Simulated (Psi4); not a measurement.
**One shape, several levels: triplet CHClFNSi**

Wanted: a comparison of 4 runs (UHF/3-21G, UB3LYP/6-31G*, UHSE06/6-31G*, UCCSD(T)/6-31G*) of triplet CHClFNSi. 

The results are computed with Psi4 1.11.

2 further runs of the same task are left out: 2 set aside as unsound or not needed.

## 1. The structure to begin with

The species is CHClFNSi (6 atoms), meant as a triplet with charge 0. SMILES of the parent species: `FC1=N[SiH]1Cl`. Geometry: relaxed at PBE0-D4/def2-TZVP. That shape belongs to the parent species and isn't relaxed for this state.

Bond lengths: F1–C2 1.310 Å, C2–N3 1.270 Å, C2–Si4 1.756 Å, N3–Si4 1.774 Å, Si4–Cl5 2.023 Å, Si4–H6 1.469 Å. Angles: F1–C2–N3 128.1°, F1–C2–Si4 162.2°, N3–C2–Si4 69.7°, C2–N3–Si4 68.1°, C2–Si4–N3 42.2°, C2–Si4–Cl5 123.2°, N3–Si4–Cl5 119.8°, C2–Si4–H6 125.2°, N3–Si4–H6 120.9°, Cl5–Si4–H6 109.4°.

## 2. The energy at UHF/3-21G (run 1)

Input file run.py:

```python
import psi4

psi4.set_memory(2200000000)
psi4.set_num_threads(1)
psi4.core.set_output_file('run.log', False)

m = psi4.geometry("""
0 3
F      0.29914365    -4.31103221    -1.20696808
C      0.40931468    -1.97230716    -0.40081091
N      2.34382731    -0.74020572     0.30424591
Si    -0.44200694     1.12098554     0.44370769
Cl    -0.99342902     3.91211102    -2.10987922
H     -1.53748117     1.86969503     2.88258823
units au
symmetry c1
""")

psi4.set_options({
    'basis': '3-21G',
    'reference': 'uhf',
    'puream': True,
    'e_convergence': 1e-09,
    'd_convergence': 1e-08,
    'scf_type': 'pk',
    'maxiter': 100,
})

result, w = psi4.energy('hf', return_wfn=True)
psi4.oeprop(w, 'LOWDIN_CHARGES', 'WIBERG_LOWDIN_INDICES', 'MAYER_INDICES')
print(f'total energy {result:.8f} hartree = {result * 27.211386:.5f} eV')
```

Started as:

```sh
python run.py
```

run.log:

```text
[...]
  Running in c1 symmetry.
[...]
  Nuclear repulsion =  257.916144839213473
[...]
  Multiplicity = 3
[...]
  Nalpha       = 28
  Nbeta        = 26
[...]
    Number of basis functions: 55
[...]
   @UHF iter   1:  -935.66126832256759   -5.13374e-02   7.31183e-03 DIIS/ADIIS
[...]
   @UHF iter  21:  -935.78537268161290   -1.70530e-12   5.59920e-09 DIIS
[...]
   @S^2 Observed:                2.035734469E+00
[...]
    Orbital Energies [Eh]
    ---------------------
    Alpha Occupied:
       1A   -104.136982     2A    -68.442029     3A    -26.182325
       4A    -15.546542     5A    -11.274213     6A    -10.533909
       7A     -7.996705     8A     -7.993227     9A     -7.992589
      10A     -6.247267    11A     -4.345046    12A     -4.342670
      13A     -4.341746    14A     -1.630559    15A     -1.337111
      16A     -1.153574    17A     -0.845035    18A     -0.797517
      19A     -0.730153    20A     -0.703887    21A     -0.681082
      22A     -0.617824    23A     -0.571875    24A     -0.540393
      25A     -0.527448    26A     -0.495777    27A     -0.450799
      28A     -0.266789
    Alpha Virtual:
[...]
  @UHF Final Energy:  -935.78537268161290
   => Energetics <=
    Nuclear Repulsion Energy =            257.9161448392134730
    One-Electron Energy =               -1807.3918593155701728
    Two-Electron Energy =                 613.6903417947437447
    Total Energy =                       -935.7853726816128983
  UHF NO Occupations:
  HONO-2 :   26  A 1.9915532
  HONO-1 :   27  A 1.0000000
[...]
 Multipole Moments:
 ------------------------------------------------------------------------------------
     Multipole            Electronic (a.u.)      Nuclear  (a.u.)        Total (a.u.)
 ------------------------------------------------------------------------------------
 L = 1.  Multiply by 2.5417464519 to convert [e a0] to [Debye]
 Dipole X            :         -0.1235426           -0.4624778           -0.5860204
 Dipole Y            :         -0.9080137            1.4357175            0.5277038
 Dipole Z            :         -1.8519475            2.7001277            0.8481802
 Magnitude           :                                                    1.1581454
[...]
```

The script printed:

```text
total energy -935.78537268 hartree = -25464.01699 eV
```

It took 3.9 s on 1 thread of Intel Xeon Platinum 8259CL at 2.50GHz (Skylake/Cascade Lake), shared host; peak memory 0.2 GiB.

## 3. The energy at UB3LYP/6-31G(d) (spherical functions) (run 2)

Input file job.json:

```json
{
  "schema_name": "qcschema_input",
  "schema_version": 1,
  "molecule": {
    "schema_name": "qcschema_molecule",
    "schema_version": 2,
    "symbols": ["F", "C", "N", "Si", "Cl", "H"],
    "geometry": [0.29914365, -4.31103221, -1.20696808, 0.40931468, -1.97230716, -0.40081091, 2.34382731, -0.74020572, 0.30424591, -0.44200694, 1.12098554, 0.44370769, -0.99342902, 3.91211102, -2.10987922, -1.53748117, 1.86969503, 2.88258823],
    "molecular_charge": 0,
    "molecular_multiplicity": 3,
    "fix_symmetry": "c1",
    "fix_com": true,
    "fix_orientation": true
  },
  "driver": "energy",
  "model": {
    "method": "b3lyp",
    "basis": "6-31G*"
  },
  "keywords": {
    "reference": "uks",
    "puream": true,
    "e_convergence": 1e-09,
    "d_convergence": 1e-08,
    "scf_type": "pk",
    "dft_radial_points": 99,
    "dft_spherical_points": 590,
    "maxiter": 100,
    "scf_properties": ["DIPOLE", "QUADRUPOLE", "WIBERG_LOWDIN_INDICES"]
  }
}
```

Started as:

```sh
psi4 --qcschema job.json -n 1 --memory 2200MB
```

stdout:

```text
[...]
  Running in c1 symmetry.
[...]
  Nuclear repulsion =  257.916144839213416
[...]
  Multiplicity = 3
[...]
  Nalpha       = 28
  Nbeta        = 26
[...]
    Number of basis functions: 80
[...]
   @UKS iter   1:  -942.48351871222008    3.96930e-01   9.53450e-03 ADIIS/DIIS
[...]
   @UKS iter  19:  -942.80882366389221   -2.76259e-11   9.38304e-09 DIIS
[...]
   @S^2 Observed:                2.008628217E+00
[...]
    Orbital Energies [Eh]
    ---------------------
    Alpha Occupied:
       1A   -101.553314     2A    -66.221027     3A    -24.724315
       4A    -14.356422     5A    -10.279698     6A     -9.488484
       7A     -7.248661     8A     -7.243688     9A     -7.242176
      10A     -5.375243    11A     -3.736356    12A     -3.733932
      13A     -3.730703    14A     -1.247899    15A     -0.970823
      16A     -0.865989    17A     -0.612933    18A     -0.581841
      19A     -0.499227    20A     -0.494868    21A     -0.471750
      22A     -0.433140    23A     -0.396020    24A     -0.377018
      25A     -0.359107    26A     -0.352378    27A     -0.302124
      28A     -0.107040
    Alpha Virtual:
[...]
  @UKS Final Energy:  -942.80882366389221
   => Energetics <=
    Nuclear Repulsion Energy =            257.9161448392134162
    One-Electron Energy =               -1814.4762868688835624
    Two-Electron Energy =                 672.1815082260632153
    DFT Exchange-Correlation Energy =     -58.4301898602851679
    Empirical Dispersion Energy =           0.0000000000000000
    VV10 Nonlocal Energy =                  0.0000000000000000
    Total Energy =                       -942.8088236638922126
[...]
 Multipole Moments:
 ------------------------------------------------------------------------------------
     Multipole            Electronic (a.u.)      Nuclear  (a.u.)        Total (a.u.)
 ------------------------------------------------------------------------------------
 L = 1.  Multiply by 2.5417464519 to convert [e a0] to [Debye]
 Dipole X            :          2.4180882           -3.0588996           -0.6408114
 Dipole Y            :        -27.7837847           28.2548070            0.4710223
 Dipole Z            :         38.3091850          -37.9113077            0.3978774
 Magnitude           :                                                    0.8892737
 L = 2.  Multiply by 1.3450342976 to convert [e a0^2] to [Debye ang]
 Quadrupole XX       :        -92.9319878           62.1416495          -30.7903383
 Quadrupole XY       :        104.8436743         -104.4749943            0.3686800
[...]
```

The result, in JSON:

```text
{
 "driver": "energy",
 "model": {
  "method": "b3lyp",
  "basis": "6-31G*"
 },
 "success": true,
 "return_result": -942.8088236638922,
 "properties": {
  "calcinfo_nbasis": 80,
  "calcinfo_nmo": 80,
  "calcinfo_nalpha": 28,
  "calcinfo_nbeta": 26,
  "calcinfo_natom": 6,
  "nuclear_repulsion_energy": 257.9161448392134,
  "return_energy": -942.8088236638922,
  "scf_one_electron_energy": -1814.4762868688836,
  "scf_two_electron_energy": 672.1815082260632,
  "scf_xc_energy": -58.43018986028517,
  "scf_dipole_moment": [-0.6408113505645967, 0.47102232530028587, 0.39787737987822425],
  "scf_total_energy": -942.8088236638922,
  "scf_iterations": 19
 }
}
```

Wall time 48 s (1 thread of Intel Xeon Platinum 8259CL at 2.50GHz (Skylake/Cascade Lake), shared host); peak memory 0.91 GiB.

Run 3 isn't shown in full; the table further down has it.

## 4. A single-point energy at UCCSD(T)/6-31G(d) (spherical functions) (run 4)

Input file job.dat:

```
memory 2200 MB

molecule geom {
  0 3
  F      0.158300    -2.281300    -0.638700
  C      0.216600    -1.043700    -0.212100
  N      1.240300    -0.391700     0.161000
  Si    -0.233900     0.593200     0.234800
  Cl    -0.525700     2.070200    -1.116500
  H     -0.813600     0.989400     1.525400
  symmetry c1
  no_reorient
  no_com
}

set {
  basis 6-31G*
  reference uhf
  puream true
  e_convergence 1e-09
  d_convergence 1e-08
  scf_type pk
  num_frozen_docc 13
  maxiter 100
}

result, w = energy("ccsd(t)", return_wfn=True)
```

Started as:

```sh
psi4 -i job.dat -o job.out -n 1
```

job.out:

```text
[...]
  Running in c1 symmetry.
[...]
  Nuclear repulsion =  257.916144657430209
[...]
  Multiplicity = 3
[...]
  Nalpha       = 28
  Nbeta        = 26
[...]
    Number of basis functions: 80
[...]
   @UHF iter   1:  -940.45360670518858   -1.53813e-01   5.40047e-03 DIIS/ADIIS
[...]
   @UHF iter  23:  -940.57640605473352   -8.52651e-12   6.94642e-09 DIIS
[...]
   @S^2 Observed:                2.039824202E+00
[...]
    Orbital Energies [Eh]
    ---------------------
    Alpha Occupied:
       1A   -104.845676     2A    -68.883473     3A    -26.312310
       4A    -15.607114     5A    -11.319685     6A    -10.587879
       7A     -8.055704     8A     -8.053711     9A     -8.053060
      10A     -6.236387    11A     -4.345326    12A     -4.342132
      13A     -4.340495    14A     -1.638093    15A     -1.300738
      16A     -1.138286    17A     -0.849977    18A     -0.787734
      19A     -0.727229    20A     -0.698570    21A     -0.679454
      22A     -0.607779    23A     -0.565863    24A     -0.539574
      25A     -0.522936    26A     -0.493978    27A     -0.451433
      28A     -0.253050
    Alpha Virtual:
[...]
  @UHF Final Energy:  -940.57640605473352
   => Energetics <=
    Nuclear Repulsion Energy =            257.9161446574302090
    One-Electron Energy =               -1813.8983821802830789
    Two-Electron Energy =                 615.4058314681192314
    Total Energy =                       -940.5764060547335248
  UHF NO Occupations:
  HONO-2 :   26  A 1.9908991
  HONO-1 :   27  A 1.0000000
[...]
 Multipole Moments:
 ------------------------------------------------------------------------------------
     Multipole            Electronic (a.u.)      Nuclear  (a.u.)        Total (a.u.)
 ------------------------------------------------------------------------------------
 L = 1.  Multiply by 2.5417464519 to convert [e a0] to [Debye]
 Dipole X            :          2.4126101           -3.0588997           -0.6462896
 Dipole Y            :        -27.5601101           28.2548071            0.6946970
 Dipole Z            :         38.4794325          -37.9113076            0.5681249
 Magnitude           :                                                    1.1059205
[...]
      * MP2 total energy                      = -941.192898533422749
[...]
      * CCSD total energy                     = -941.230589086587884
[...]
      * CCSD(T) total energy                     = -941.251414128310444
[...]
```

Run time: 3.9 min. Hardware: 1 thread of Intel Xeon Platinum 8259CL at 2.50GHz (Skylake/Cascade Lake), shared host; peak memory 0.43 GiB.

## 5. Overview of the runs

| run | level | integration grid | task | energy (Eh) | dipole moment (D) | HOMO energy (eV) | ⟨S²⟩ | wall time |
| --- | --- | --- | --- | --- | --- | --- | --- | --- |
| 1 | UHF/3-21G | – | energy | -935.785373 | 2.94 | -7.26 | 2.036 | 3.9 s |
| 2 | UB3LYP/6-31G* (spherical functions) | 99 radial × 590 angular | energy | -942.808824 | 2.26 | -2.91 | 2.009 | 48 s |
| 3 | UHSE06/6-31G* (spherical functions) | 99 radial × 590 angular | gradient | -942.363562 | 2.29 | -2.83 | 2.010 | 2.2 min |
| 4 | UCCSD(T)/6-31G* (spherical functions) | – | energy | -941.251414 | – | -6.89 | 2.040 | 3.9 min |

## 6. Outcome

| quantity | value |
| --- | --- |
| run 4: total energy | -941.25141 Eh |
| run 4: HOMO energy (Hartree–Fock orbitals) (highest over α and β) | -6.89 eV |
| run 4: LUMO energy (Hartree–Fock orbitals) (lowest over α and β) | -0.08 eV |
| run 4: correlation energy (13 core orbitals frozen) | -675.0 mEh |
| run 4: (T) correction | -20.83 mEh |
| run 4: ⟨S²⟩ of the reference determinant | 2.040 |
| run 4: T1 diagnostic | 0.034 |

In words: Over runs 1, 2, 3 the dipole moment (its size) runs from 2.26 D (UB3LYP/6-31G*) to 2.94 D (UHF/3-21G). The two ends differ in method and basis. Totals of different functionals can't be ranked against each other. All runs together took 7 min, the longest 3.9 min.
